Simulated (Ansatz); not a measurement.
# C10H22S: how energies converge with the basis set

How large a basis does C10H22S need? Two functionals are run in growing sets.

Method: one geometry, several basis sets; program: Ansatz 0.2.0, Gaussian basis.

The runs, in order: PBE0-D4/def2-SVP; ωB97M-V/def2-SVP; PBE0-D4/def2-QZVPP; ωB97M-V/def2-QZVPP; the functionals' def2-TZVPP values are taken from earlier runs.

## 1. The geometry

An earlier PBE0-D4 in a triple-zeta def2 set relaxation fixed the geometry.

SMILES `CCCCCSCCCCC`, 33 atoms, charge 0, spin multiplicity 1.

Atoms are counted from 1 here; the program's logs count them from 0.

Bond lengths: C1–C2 1.520 Å, C1–H12 1.092 Å, C1–H13 1.094 Å, C1–H14 1.093 Å, C2–C3 1.522 Å, C2–H15 1.095 Å, C2–H16 1.097 Å, C3–C4 1.520 Å, C3–H17 1.095 Å, C3–H18 1.098 Å, C4–C5 1.520 Å, C4–H19 1.096 Å, C4–H20 1.096 Å, C5–S6 1.809 Å, C5–H21 1.094 Å, C5–H22 1.093 Å, S6–C7 1.817 Å, C7–C8 1.521 Å and more. Angles: C2–C1–H12 111.3°, C2–C1–H13 111.0°, C2–C1–H14 111.8°, H12–C1–H13 107.6°, H12–C1–H14 107.4°, H13–C1–H14 107.5°, C1–C2–C3 114.2°, C1–C2–H15 109.1°, C1–C2–H16 109.5°, C3–C2–H15 108.8°, C3–C2–H16 109.0°, H15–C2–H16 106.0°, C2–C3–C4 114.1°, C2–C3–H17 109.3°, C2–C3–H18 109.5°, C4–C3–H17 108.5°, C4–C3–H18 109.1°, H17–C3–H18 106.2° and more.

Geometry (Å):

```xyz
33
C10H22S
C    -2.16895    2.52898   -1.61469
C    -0.89028    2.20082   -0.86072
C    -1.11464    1.71335    0.56386
C    -1.88496    0.40673    0.65728
C    -1.91282   -0.18250    2.05822
S    -0.31503   -0.72964    2.70634
C    -0.01493   -2.23562    1.73420
C     1.31576   -2.21826    0.99792
C     1.37483   -1.22328   -0.14577
C     2.72748   -1.16812   -0.83440
C     2.76349   -0.16570   -1.97490
H    -1.95178    2.92727   -2.60850
H    -2.75877    3.27868   -1.07862
H    -2.79992    1.64684   -1.74768
H    -0.25194    3.09004   -0.83212
H    -0.32429    1.44078   -1.41238
H    -0.14663    1.58116    1.05778
H    -1.64645    2.48520    1.13519
H    -1.45360   -0.32339   -0.03715
H    -2.92159    0.55520    0.33428
H    -2.25601    0.56614    2.77875
H    -2.61119   -1.02104    2.11946
H    -0.84176   -2.34433    1.02724
H    -0.05822   -3.08553    2.41864
H     1.50911   -3.22843    0.61604
H     2.11910   -2.00514    1.71243
H     1.12147   -0.22846    0.23544
H     0.60313   -1.47576   -0.88496
H     2.98846   -2.16457   -1.20998
H     3.49552   -0.91275   -0.09527
H     2.02419   -0.41516   -2.74163
H     2.53766    0.84310   -1.61777
H     3.74354   -0.13662   -2.45652
```

## 2. PBE0-D4 in def2-SVP

in.yaml

```yaml
crystal:
  periodic: [false, false, false]
  atoms:
    - {symbol: C, position_ang: [-2.168955, 2.528981, -1.614694]}
    - {symbol: C, position_ang: [-0.890278, 2.200820, -0.860722]}
    - {symbol: C, position_ang: [-1.114636, 1.713353, 0.563861]}
    - {symbol: C, position_ang: [-1.884962, 0.406728, 0.657281]}
    - {symbol: C, position_ang: [-1.912821, -0.182501, 2.058222]}
    - {symbol: S, position_ang: [-0.315032, -0.729645, 2.706338]}
    - {symbol: C, position_ang: [-0.014928, -2.235619, 1.734196]}
    - {symbol: C, position_ang: [1.315760, -2.218260, 0.997919]}
    - {symbol: C, position_ang: [1.374832, -1.223277, -0.145768]}
    - {symbol: C, position_ang: [2.727480, -1.168119, -0.834399]}
    - {symbol: C, position_ang: [2.763494, -0.165705, -1.974900]}
    - {symbol: H, position_ang: [-1.951779, 2.927269, -2.608496]}
    - {symbol: H, position_ang: [-2.758773, 3.278683, -1.078618]}
    - {symbol: H, position_ang: [-2.799919, 1.646845, -1.747680]}
    - {symbol: H, position_ang: [-0.251943, 3.090041, -0.832119]}
    - {symbol: H, position_ang: [-0.324291, 1.440776, -1.412381]}
    - {symbol: H, position_ang: [-0.146630, 1.581160, 1.057776]}
    - {symbol: H, position_ang: [-1.646451, 2.485199, 1.135190]}
    - {symbol: H, position_ang: [-1.453600, -0.323386, -0.037153]}
    - {symbol: H, position_ang: [-2.921588, 0.555196, 0.334280]}
    - {symbol: H, position_ang: [-2.256011, 0.566142, 2.778746]}
    - {symbol: H, position_ang: [-2.611191, -1.021036, 2.119465]}
    - {symbol: H, position_ang: [-0.841756, -2.344334, 1.027244]}
    - {symbol: H, position_ang: [-0.058217, -3.085525, 2.418638]}
    - {symbol: H, position_ang: [1.509115, -3.228426, 0.616040]}
    - {symbol: H, position_ang: [2.119103, -2.005139, 1.712434]}
    - {symbol: H, position_ang: [1.121475, -0.228458, 0.235438]}
    - {symbol: H, position_ang: [0.603127, -1.475763, -0.884959]}
    - {symbol: H, position_ang: [2.988464, -2.164571, -1.209977]}
    - {symbol: H, position_ang: [3.495518, -0.912746, -0.095269]}
    - {symbol: H, position_ang: [2.024191, -0.415156, -2.741634]}
    - {symbol: H, position_ang: [2.537661, 0.843097, -1.617773]}
    - {symbol: H, position_ang: [3.743542, -0.136618, -2.456516]}
basis:
  gaussian: {orbitals: def2-SVP}
hamiltonian: {xc: pbe0, dispersion: d4}
output: {orbitals: {seedname: orbitals}}
```

The run is started by

```console
ansatz run in.yaml --threads 11 --pin off --events-out ev --progress --plain --max-ram 174080MiB --backend cpu
```

The runs that follow: ωB97M-V in def2-SVP; PBE0-D4 in def2-QZVPP; ωB97M-V in def2-QZVPP.

Q: Predict the results of all the runs planned. Wanted: PBE0-D4: double and triple zeta above quadruple; ωB97M-V: double and triple zeta above quadruple.

The runs gave:

| quantity | value |
| --- | --- |
| PBE0-D4: double and triple zeta above quadruple | 16.15, 0.94 eV |
| ωB97M-V: double and triple zeta above quadruple | 16.87, 0.91 eV |

PBE0-D4 gains 15.22 eV from double to triple zeta, then 0.94 eV more. These are total energies; as a rule much of such shifts cancels in differences, which this series doesn't test. The LUMO of ωB97M-V is positive and keeps falling with the basis (3.29 to 1.78 eV): an unbound level that the basis holds in place.
